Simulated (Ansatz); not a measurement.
**CuNi4: one candidate of a structure search**

Aim: relax a trial structure of CuNi4 and see where it ends.

Computed with Ansatz 0.2.0 (DFT PBE, scalar-relativistic, plane waves, PAW, unless a step's input says otherwise).

## 1. Starting point

It takes space group P6_3/mmc (No. 194, hexagonal). Conventional cell: a = 2.479 Å, b = 2.479 Å, c = 19.906 Å, α = 90.00°, β = 90.00°, γ = 120.00°. Cu (site symmetry -6m2) has 6 Ni at 2.45 Å and 6 Cu at 2.48 Å as nearest neighbours. Around Ni (site symmetry 3m) lie 12 Ni at 2.45 to 2.48 Å. Ni (site symmetry 3m) is surrounded by 9 Ni at 2.45 to 2.48 Å and 3 Cu at 2.45 Å.

As a file:

```cif
data_structure
_symmetry_space_group_name_H-M 'P 1'
_symmetry_Int_Tables_number 1
_cell_length_a 2.4789
_cell_length_b 2.4789
_cell_length_c 19.9057
_cell_angle_alpha 90.000
_cell_angle_beta 90.000
_cell_angle_gamma 120.000
_cell_volume 105.93
loop_
_atom_site_label
_atom_site_type_symbol
_atom_site_fract_x
_atom_site_fract_y
_atom_site_fract_z
_atom_site_occupancy
Cu1 Cu 0.33333 0.66667 0.75000 1
Cu2 Cu 0.66667 0.33333 0.25000 1
Ni1 Ni 0.33333 0.66667 0.95000 1
Ni2 Ni 0.33333 0.66667 0.15000 1
Ni3 Ni 0.33333 0.66667 0.35000 1
Ni4 Ni 0.33333 0.66667 0.55000 1
Ni5 Ni 0.66667 0.33333 0.05000 1
Ni6 Ni 0.66667 0.33333 0.45000 1
Ni7 Ni 0.66667 0.33333 0.65000 1
Ni8 Ni 0.66667 0.33333 0.85000 1
```

The start is an ordering of an alloy on its end members' structure types: elements ordered on the sites of the Tc type, Cu/Ni on Tc (P6_3/mmc, No. 194).

## 2. The guess as it stands, on a coarse mesh

Contents of input.yaml:

```yaml
crystal:
  lattice:
    - [2.47893922, 0.0, 0.0]
    - [-1.23946961, 2.14682434, 0.0]
    - [0.0, 0.0, 19.90567636]
  atoms:
    - { symbol: Cu, position: [0.33333333, 0.66666667, 0.75] }
    - { symbol: Cu, position: [0.66666667, 0.33333333, 0.25] }
    - { symbol: Ni, position: [0.33333333, 0.66666667, 0.95], spin: 2.0 }
    - { symbol: Ni, position: [0.33333333, 0.66666667, 0.15], spin: 2.0 }
    - { symbol: Ni, position: [0.33333333, 0.66666667, 0.35], spin: 2.0 }
    - { symbol: Ni, position: [0.33333333, 0.66666667, 0.55], spin: 2.0 }
    - { symbol: Ni, position: [0.66666667, 0.33333333, 0.05], spin: 2.0 }
    - { symbol: Ni, position: [0.66666667, 0.33333333, 0.45], spin: 2.0 }
    - { symbol: Ni, position: [0.66666667, 0.33333333, 0.65], spin: 2.0 }
    - { symbol: Ni, position: [0.66666667, 0.33333333, 0.85], spin: 2.0 }
basis:
  ecutwfc: 420
kpoints:
  mp_grid: { grid: [6, 6, 1] }
hamiltonian:
  xc: pbe
scf:
  occupations: { method: gaussian, width: 0.1 }
  lower_state_search: "off"
output:
  forces: true
  stress: true
  eigenvalues: true
  populations: true
magnetization:
  spin_polarized: true
```

Run with:

```
ansatz run input.yaml --threads 1 --pin off --max-ram 2560MiB --backend cpu --events-out ev --progress --plain --runs-dir out
```

The session goes on with these runs: a loose first relaxation; full relaxation.

Q: Predict the outcome of this session. Wanted: conventional cell; volume; energy over the elements; gap on the mesh; total moment.

The runs gave:

| quantity | value |
| --- | --- |
| symmetry at the end (tolerance 0.05 Å) | space group P6_3/mmc (No. 194) |
| conventional cell | a = 2.492 Å, b = 2.492 Å, c = 20.628 Å, α = 90.00°, β = 90.00°, γ = 120.00° |
| volume | 11.10 Å³/atom |
| energy over the elements | +0.03 eV/atom |
| gap on the mesh | none (metal) |
| total moment | 4.36 μB/cell |

In words: The space group P6_3/mmc (No. 194) is kept, and the volume per atom grows by 4.7 % from the first guess. The formation energy of this structure is too near zero to say whether it is bound against the elements. No finished test with a distortion of lower symmetry is shown, so the end may be a saddle point. Other magnetic orders were not searched.
